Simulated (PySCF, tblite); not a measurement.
# C₄H₉BO₂: geometry, infrared bands and NMR shifts

Aim: predict the infrared bands and NMR shifts of C₄H₉BO₂ (`CCB1OCCO1`).

The runs use tblite 0.8.0 and PySCF 2.14.0, with density-fitted response routines of our own; the level of theory stands in each step. All values are computed, except where a source is named. Atoms count from 0, in the outputs and in this text.

## (1) Starting geometry

16 atoms, charge 0, multiplicity 1; geometry from: force field or distance geometry start.

Bonds of the start (Å): C0–C1 1.54, C1–B2 1.58, B2–O3 1.46, O3–C4 1.38, C4–C5 1.52, C5–O6 1.39, O6–B2 1.48, C0–H7 1.12, C0–H8 1.12, C0–H9 1.08, C1–H10 1.09, C1–H11 1.13, C4–H12 1.10, C4–H13 1.09, C5–H14 1.11, C5–H15 1.11.

## (2) Geometry optimisation with GFN2-xTB

The job: settings as JSON, then the geometry in Å.

```
{"job": {"kind": "relax", "xc": "GFN2-xTB", "basis": "xTB"}, "charge": 0, "multiplicity": 1}
C      2.541600    -0.094900     0.376600
C      1.244400    -0.812400    -0.023600
B      0.103800     0.113800     0.565500
O     -1.017200    -0.435600     1.328200
C     -2.047800    -0.298300     0.413800
C     -1.810200     1.114400    -0.087400
O     -0.436900     1.343700    -0.052200
H      2.721700    -0.361000     1.450400
H      2.286800     0.994200     0.314200
H      3.349800    -0.388700    -0.282200
H      1.169500    -0.979900    -1.099200
H      1.214400    -1.791900     0.539200
H     -1.847600    -0.958800    -0.444800
H     -3.027800    -0.443600     0.863300
H     -2.153400     1.123000    -1.146000
H     -2.298800     1.885000     0.540100
```

Command:

```bash
> OMP_NUM_THREADS=1 python probes_run.py task.json out
```

This one command runs all jobs of the session in turn.

**Question.** This job is followed by: GFN2-xTB harmonic vibrations, gas phase; GIAO PBE0/pcSseg-1 NMR shielding, non-relativistic, gas phase. Predict these results of the whole session: strongest single infrared mode (GFN2-xTB); zero-point energy (GFN2-xTB); 13C shifts against TMS (PBE0/pcSseg-1, means over atoms taken as alike); 1H shifts against TMS (PBE0/pcSseg-1, means over atoms taken as alike); 11B shifts against BF3·OEt2 (PBE0/pcSseg-1); 17O shifts against H2O (PBE0/pcSseg-1, means over atoms taken as alike).

As calculated:

| quantity | value |
| --- | --- |
| strongest single infrared mode (GFN2-xTB) | 1141 cm⁻¹, 258 km/mol |
| zero-point energy (GFN2-xTB) | 83.1 kcal/mol |
| 13C shifts against TMS (PBE0/pcSseg-1, means over atoms taken as alike) | 69.5, 10.6, 6.9 ppm |
| 1H shifts against TMS (PBE0/pcSseg-1, means over atoms taken as alike) | 4.44, 1.03, 0.85 ppm |
| 11B shifts against BF3·OEt2 (PBE0/pcSseg-1) | 33.6 ppm |
| 17O shifts against H2O (PBE0/pcSseg-1, means over atoms taken as alike) | 129.4 ppm |

In words: The optimisation took 72 steps and gained 1.672 eV; among the close pairs (by a distance rule), B2–O6 changed most, from 1.479 to 1.367 Å. All 42 modes are real, so the xTB geometry is a minimum. The strongest single mode, at 1141 cm⁻¹, is spread over many atoms; the largest shares are those of B2, O3. GFN2-xTB is a fitted tight-binding method: band positions and strengths are rough. Its intensities can rank the bands wrongly. The most deshielded carbon is C4, C5 (mean) (sp3 CH2 bonded to O), at 69.5 ppm: deshielded by the electronegative neighbour. H12, H13, H14, H15 (mean) (hydrogen on an sp3 CH2 bonded to O) lies farthest downfield among hydrogen, at 4.44 ppm; its carbon carries O, an electronegative neighbour. At PBE0/pcSseg-1: The largest span, 214 ppm, is at O3, O6, where the paramagnetic term is -189 ppm.
